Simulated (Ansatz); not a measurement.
# InP: the cost of one run

Computed with Ansatz 0.2.0 (DFT LDA, scalar-relativistic, plane waves, PAW, unless a step's input says otherwise).

The COD entry's cell or inner coordinates are ideal or old and differ from later refinements, so a difference from it is no clean test against experiment.

3 further runs of the same task are left out: 3 set aside as unsound or not needed.

### 1 The starting structure

It takes space group F-43m (No. 216, cubic). Conventional cell: a = 5.827 Å, b = 5.827 Å, c = 5.827 Å, α = 90.00°, β = 90.00°, γ = 90.00°. In (site symmetry -43m) is surrounded by 4 P at 2.52 Å. P (site symmetry -43m) has 4 In at 2.52 Å as nearest neighbours.

As a file:

```cif
data_structure
_symmetry_space_group_name_H-M 'F-43m'
_symmetry_Int_Tables_number 216
_cell_length_a 5.8271
_cell_length_b 5.8271
_cell_length_c 5.8271
_cell_angle_alpha 90.000
_cell_angle_beta 90.000
_cell_angle_gamma 90.000
_cell_volume 197.86
loop_
_atom_site_label
_atom_site_type_symbol
_atom_site_symmetry_multiplicity
_atom_site_Wyckoff_symbol
_atom_site_fract_x
_atom_site_fract_y
_atom_site_fract_z
_atom_site_occupancy
In1 In 4 a 0.00000 0.00000 0.00000 1
P1 P 4 c 0.25000 0.25000 0.25000 1
```

It is the result of an earlier relaxation at this level (volume 24.73 Å³/atom; gap on the mesh: 0.58 eV).

### 2 The cell under 6 GPa

What is minimised here is the enthalpy; the energy can go up as the cell is squeezed.

input.yaml

```yaml
crystal:
  lattice:
    - [0.0, 2.9135471824, 2.9135471824]
    - [2.9135471824, 0.0, 2.9135471824]
    - [2.9135471824, 2.9135471824, 0.0]
  atoms:
    - { symbol: In, position: [0.0, 0.0, 0.0] }
    - { symbol: P, position: [0.75, 0.75, 0.75] }
basis:
  ecutwfc: 420
kpoints:
  mp_grid: { grid: [10, 10, 10] }
hamiltonian:
  xc: lda
scf:
  occupations: { method: fixed }
output:
  forces: true
  stress: true
  eigenvalues: true
  write_density: true
  write_potential: true
  elf: true
  volumetric_format: npy
relax:
  adjacent_minimum: "off"
  f_tol: 0.001
  max_steps: 60
  cell: { stress_tol: 0.02, p_target: 6.0 }
```

The run is started by

```
$ ansatz run input.yaml --threads 1 --pin off --max-ram 3072MiB --backend cpu --events-out ev --progress --plain --runs-dir out
```

**Question.** How long does this run take on 1 thread of Arm Neoverse V2, shared host, and how much memory does it need?

About 17 s, with a peak of 0.33 GiB.
